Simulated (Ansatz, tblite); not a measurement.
PtSe2: GFN1-xTB, run from Python

These are simulated results from tblite 0.8.0, not measurements. The cell was built from a prototype and was relaxed with r2SCAN+rVV10 in plane waves (Ansatz 0.2.0). Not every such cell is a known phase. All runs are without spin polarisation.

The symmetry is P-3m1 (No. 164, trigonal); conventional cell a = 3.729 Å, c = 5.277 Å, 21.18 Å³ an atom. Pt is surrounded by 6 Se at 2.51 Å; Se is surrounded by 3 Pt at 2.51 Å.

tblite solves periodic systems at the zone centre alone, so the script builds a cluster of 3×3×2 conventional cells (54 atoms), which folds in a coarse mesh of k points.

Input script:

```python
import json
from ase import Atoms
from ase.build import make_supercell
from ase.units import Bohr, GPa, Hartree
from tblite.interface import Calculator

atoms = Atoms(['Pt', 'Se', 'Se'],
              cell=[[3.72865, -0.0, 0.0], [-1.864325, 3.229106, -0.0], [0.0, 0.0, 5.277157]],
              scaled_positions=[[-0.0, -0.0, -0.0], [0.333333, 0.666667, 0.246219], [0.666667, 0.333333, 0.753781]],
              pbc=True)
cluster = make_supercell(atoms, [[3, 0, 0], [0, 3, 0], [0, 0, 2]])
calc = Calculator('GFN1-xTB', cluster.numbers, cluster.positions / Bohr, lattice=cluster.cell[:] / Bohr, periodic=cluster.pbc)
calc.set('temperature', 0.02 / Hartree)
calc.set('max-iter', 150)
res = calc.singlepoint()
levels = res.get('orbital-energies') * Hartree
nv = round(res.get('orbital-occupations').sum() / 2)
cells = len(cluster) // len(atoms)
out = {'energy_per_cell': res.get('energy') * Hartree / cells, 'homo': levels[nv - 1], 'lumo': levels[nv],
       'stress': (-res.get('virial') * Hartree / cluster.get_volume() / GPa).tolist(), 'charges': res.get('charges')[:len(atoms)].tolist(), 'electrons': 2 * nv / cells}
json.dump(out, open('results.json', 'w'))
for key, value in out.items():
    print(key, value)
```

Command: `python run.py`. It took 3 s on 1 thread of Arm Neoverse V1, on a shared host, peak memory 0.12 GiB.

The log:

```
------------------------------------------------------------
  cycle        total energy    energy error   density error
------------------------------------------------------------
      1     -201.4447806805  -2.0095118E+02   6.0478059E-01
      2     -201.3925992815   5.2181399E-02   3.2101769E-01
      3     -201.1110896801   2.8150960E-01   3.1055726E-01
      4     -201.7511474417  -6.4005776E-01   2.6495196E-02
      5     -201.7501298976   1.0175441E-03   2.9249138E-02
      6     -201.7551483883  -5.0184907E-03   1.8219575E-03
      7     -201.7553095225  -1.6113414E-04   4.2701134E-04
      8     -201.7553118421  -2.3196724E-06   3.7258235E-04
      9     -201.7553179973  -6.1551608E-06   1.0785837E-04
     10     -201.7553179906   6.7521455E-09   6.6709561E-05
     11     -201.7553180774  -8.6850207E-08   3.1668007E-06
------------------------------------------------------------

 total:                                   2.363 sec
energy_per_cell -305.00232459296285
homo -8.092612114548478
lumo -8.092610675593294
stress [[1.0553753049041152, 3.7928269534136235e-05, -4.055072474659828e-05], [3.792826953402485e-05, 1.0554197425256306, 2.613611818931695e-05], [-4.0550724746863715e-05, 2.61361181892853e-05, -1.219708700749981]]
charges [-0.09634383942743474, 0.048174177380050025, 0.048177318196989526]
electrons 22.0
```

The cycle table is in hartree for the whole cluster, and the lines after it are in eV (the energy for one cell). The printed stress is in GPa and positive in compression, and the pressure is its mean diagonal.

GFN1-xTB gives no gap at the points read. On the same cell, plane-wave PBE (Ansatz, 12×12×6 k points and the special points) gives no gap (an overlap of 0.16 eV at the points read) and r2SCAN no gap (an overlap of 0.04 eV at the points read); on shared hosts these took about 9.6 and 24 core-seconds on the 3-atom cell, against 3 for the script. Spin-orbit coupling, left out in all these runs, can cut or reorder the gap by tenths of an eV, up to about 1 eV with Pb or Bi.

The same script was run on cells scaled at fixed shape and fractional coordinates:

```json
{"volume (Å³/atom)": "18.64", "energy (meV/atom)": "120.0", "pressure (GPa, positive in compression)": "16.61", "gap (eV)": "0.00"}
{"volume (Å³/atom)": "19.91", "energy (meV/atom)": "28.0", "pressure (GPa, positive in compression)": "7.11", "gap (eV)": "0.00"}
{"volume (Å³/atom)": "21.18", "energy (meV/atom)": "0.0", "pressure (GPa, positive in compression)": "0.30", "gap (eV)": "0.00"}
{"volume (Å³/atom)": "22.45", "energy (meV/atom)": "18.6", "pressure (GPa, positive in compression)": "-4.72", "gap (eV)": "0.00"}
{"volume (Å³/atom)": "23.72", "energy (meV/atom)": "71.6", "pressure (GPa, positive in compression)": "-8.44", "gap (eV)": "0.00"}
```

A Birch-Murnaghan fit puts the minimum at 21.24 Å³/atom, 0.3 % above the given cell, with a bulk modulus of 96.2 GPa at fixed shape.

xTB was fitted mostly to molecules, and a small cluster samples few k points, so gaps, pressures and kinks along a curve can be far from a solid's.

No spin-orbit coupling is included; it can move band edges with weight on the heavy atoms by tenths of an eV.
